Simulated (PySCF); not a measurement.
# C6H6BrN: the cost of one run

Computed with PySCF 2.14.0, with density-fitted response routines of our own, on a single molecule, in the gas phase or a continuum. Atoms count from 0, in the outputs and in this text.

## (1) The molecule as given

14 atoms, charge 0, multiplicity 1; geometry from: GFN2-xTB. The atoms were then displaced at random by about 0.01 Å, so the start is not that level's minimum.

Bonds of the start (Å): N0–C1 1.40, C1–C2 1.41, C2–C3 1.33, C3–C4 1.42, C4–C5 1.37, C5–Br6 1.91, C5–C7 1.40, C7–C1 1.37, N0–H8 1.01, N0–H9 0.98, C2–H10 1.09, C3–H11 1.09, C4–H12 1.11, C7–H13 1.08.

## (2) Relaxing the molecule at PBE0-D3(BJ)/def2-SVP

Job settings and geometry (Å):

```
{"job": {"xc": "PBE0", "basis": "def2-SVP", "d3": "d3bj", "grid": 1, "shake": 0.01, "kind": "geom"}, "charge": 0, "multiplicity": 1}
N      2.291070    -0.386350     0.308800
C      0.928190    -0.124370     0.101340
C      0.453400     1.164450    -0.198070
C     -0.844140     1.417230    -0.324660
C     -1.809510     0.391940    -0.178560
C     -1.346870    -0.867910     0.116040
Br    -2.586200    -2.301490     0.323400
C      0.017410    -1.143060     0.249670
H      2.917090     0.324440    -0.036000
H      2.576650    -1.319880     0.272690
H      1.179950     1.963790    -0.303110
H     -1.212790     2.414100    -0.543530
H     -2.890900     0.599820    -0.280270
H      0.319510    -2.147800     0.484500
```

Started as:

```console
$ OMP_NUM_THREADS=1 python probes_run.py task.json out
```

One launch serves the whole session: the jobs run in the order shown.

**Question.** How long does this first job take on 1 thread of AMD EPYC 7B13, shared host, and how much memory does it need?

About 96 s, with a peak of 0.67 GiB.
